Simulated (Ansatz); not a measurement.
This script makes a convergence test of the k-point mesh of MgI₂, space group P-3m1 with Ansatz 0.2.0 through its Python package.

The script, `run_kconv.py`:
```python
'''k-point test for MgI2.'''

import ansatz as az
import pandas as pd

cell = (
    az.Lattice.from_parameters(4.14, 4.14, 6.88, alpha=90, beta=90, gamma=120)
    .space_group(164)
    .atom('Mg', (0.0, 0.0, 0.0))
    .atom('I', (1 / 3, 2 / 3, 0.25))
)

calc = cell.calculation()
calc = calc.pseudopotentials('paw', azcp={'folder': 'soft_1'})
calc = calc.basis(420).functional(az.Functional.PBESOL)
calc = calc.occupations('Fermi-Dirac', width=20 * az.meV)
calc = calc.forces().stress()

rows = []
for value in [(3, 3, 1), (3, 3, 2), (6, 6, 2), (6, 6, 4), (12, 12, 4)]:
    r = calc.kpoints(*value).run(threads=1).report
    rows.append((value, r['free_energy_ev'] / len(r['lattice']['sites']), r['n_iterations'], sum(r['stress_gpa'][i][i] for i in range(3)) / 3, max(abs(f) for row in r['forces_ev_ang'] for f in row), r['n_kpoints']))

table = pd.DataFrame(rows, columns=['mesh', 'F/atom (eV)', 'iterations', 'P (GPa)', 'max component (eV/A)', 'k-points'])
print(table.round(5).to_string(index=False))

# differences from the last row
for row in rows[:-1]:
    shift = 1000 * (row[1] - rows[-1][1])
    print(f'{row[0]}: {shift:+.2f} meV/atom' + ('  (within 1 meV)' if abs(shift) < 1 else ''))
```

How fast does the energy converge with the mesh (threshold 1 meV an atom)?

From 6×6×2 on it stays within 1 meV an atom of the value at 12×12×4; the first row (3×3×1) is off by 28.8 meV and the last but one by 0.44 meV. It goes up and down, since the sum over k-points isn't variational. The pressure moves from -0.52 to -0.82 GPa.

What the script printed:

```console
$ python run_kconv.py
DeckWarning: soft_1/Mg.paw.azcp: the record states the generating functional pbe (its physics header spells it `PBE`), which answers neither for hamiltonian.xc's functional nor for the pbesol family's — results may be inconsistent (PPs are generated against a specific XC)
DeckWarning: soft_1/I.paw.azcp: the record states the generating functional pbe (its physics header spells it `PBE`), which answers neither for hamiltonian.xc's functional nor for the pbesol family's — results may be inconsistent (PPs are generated against a specific XC)
       mesh  F/atom (eV)  iterations  P (GPa)  max component (eV/A)  k-points
  (3, 3, 1)  -5593.30583           8 -0.51693               0.27024         3
  (3, 3, 2)  -5593.28512           8 -0.17770               0.31461         6
  (6, 6, 2)  -5593.33419           8 -0.80982               0.29506        14
  (6, 6, 4)  -5593.33422           8 -0.80587               0.29550        24
(12, 12, 4)  -5593.33466           8 -0.81506               0.29491        69
(3, 3, 1): +28.83 meV/atom
(3, 3, 2): +49.54 meV/atom
(6, 6, 2): +0.47 meV/atom  (within 1 meV)
(6, 6, 4): +0.44 meV/atom  (within 1 meV)
```
(Warnings from the package without file and line.)

Caveats:
- Of the deposited cell: the entry's cell lengths or inner coordinates differ somewhat from later room-temperature determinations.
- The PAW files read here were made with PBE, not with each functional that runs on them.
- Pressure is positive in compression.
- The starting cell is as deposited in a crystallographic database; the results hold for this polymorph, which needn't be the stable one.
- Shifts are counted from the finest mesh, which is itself no proven limit.
- Processor time in the engine: 13 s on 1 thread of Intel(R) Xeon(R) Processor @ 2.30GHz, with other jobs on the host, peak memory 0.66 GiB.
